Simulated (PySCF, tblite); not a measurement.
# C₄H₈O₂Si₂: geometry, infrared bands and NMR shifts

Wanted: the infrared bands and NMR shifts of C₄H₈O₂Si₂ (`[SiH3]OC1=CC=C[SiH2]O1`), by calculation.

Computed with tblite 0.8.0 and PySCF 2.14.0, with density-fitted response routines of our own, on a single molecule in the gas phase. Atoms are numbered from 0 throughout.

### Step 1. The starting structure

16 atoms, charge 0, multiplicity 1; geometry from: force field or distance geometry start.

Bonds of the start (Å): Si0–O1 1.77, O1–C2 1.39, C2–C3 1.30, C3–C4 1.45, C4–C5 1.32, C5–Si6 1.85, Si6–O7 1.74, O7–C2 1.39, Si0–H8 1.46, Si0–H9 1.44, Si0–H10 1.48, C3–H11 1.11, C4–H12 1.08, C5–H13 1.06, Si6–H14 1.47, Si6–H15 1.47.

### Step 2. Relaxing the molecule with GFN2-xTB

The job: settings as JSON, then the geometry in Å.

```
{"job": {"kind": "relax", "xc": "GFN2-xTB", "basis": "xTB"}, "charge": 0, "multiplicity": 1}
Si     2.997600     0.211700    -0.113900
O      1.673500    -0.199700    -1.215400
C      0.408700    -0.100600    -0.645800
C     -0.325100    -1.179500    -0.631700
C     -1.667900    -1.310600    -0.090600
C     -2.326300    -0.290300     0.426200
Si    -1.536700     1.375400     0.517900
O      0.040300     1.152000    -0.181200
H      3.041500     1.672400    -0.069500
H      4.256900    -0.337500    -0.537300
H      2.581100    -0.336800     1.193100
H      0.111500    -2.111200    -1.034700
H     -2.171200    -2.270600    -0.123100
H     -3.302500    -0.469000     0.789300
H     -1.464900     1.826800     1.911200
H     -2.324200     2.376500    -0.205900
```

Command:

```console
> OMP_NUM_THREADS=1 python probes_run.py task.json out
```

The driver reads the jobs from task.json and runs them one after another.

**Question.** This job is followed by: GFN2-xTB harmonic vibrations, gas phase; GIAO PBE0/pcSseg-1 NMR shielding, non-relativistic, gas phase. Predict these results of the whole session: strongest single infrared mode (GFN2-xTB); zero-point energy (GFN2-xTB); 13C shifts against TMS (PBE0/pcSseg-1); 1H shifts against TMS (PBE0/pcSseg-1, means over atoms taken as alike); 29Si shifts against TMS (PBE0/pcSseg-1); 17O shifts against H2O (PBE0/pcSseg-1).

The runs gave:

```
                                                              quantity                             value
                             strongest single infrared mode (GFN2-xTB)              823 cm⁻¹, 447 km/mol
                                          zero-point energy (GFN2-xTB)                     65.0 kcal/mol
                                13C shifts against TMS (PBE0/pcSseg-1)      163.8, 155.4, 99.9, 84.1 ppm
1H shifts against TMS (PBE0/pcSseg-1, means over atoms taken as alike)  7.16, 6.07, 4.88, 4.87, 4.64 ppm
                               29Si shifts against TMS (PBE0/pcSseg-1)                  -14.5, -41.0 ppm
                                17O shifts against H2O (PBE0/pcSseg-1)                  131.1, 129.6 ppm
```

Relaxing lowered the energy by 0.851 eV in 112 steps; the close pair that moved most is Si0–O1, from 1.771 to 1.650 Å. No mode is imaginary among the 42: a minimum at this level. The strongest single mode, at 823 cm⁻¹, is spread over many atoms; the largest shares are those of H14, H15. Unscaled tight-binding wavenumbers are off by several per cent, some by more. Its intensities can rank the bands wrongly. At PBE0/pcSseg-1: The largest span, 261 ppm, is at C4, where the paramagnetic term is -221 ppm.
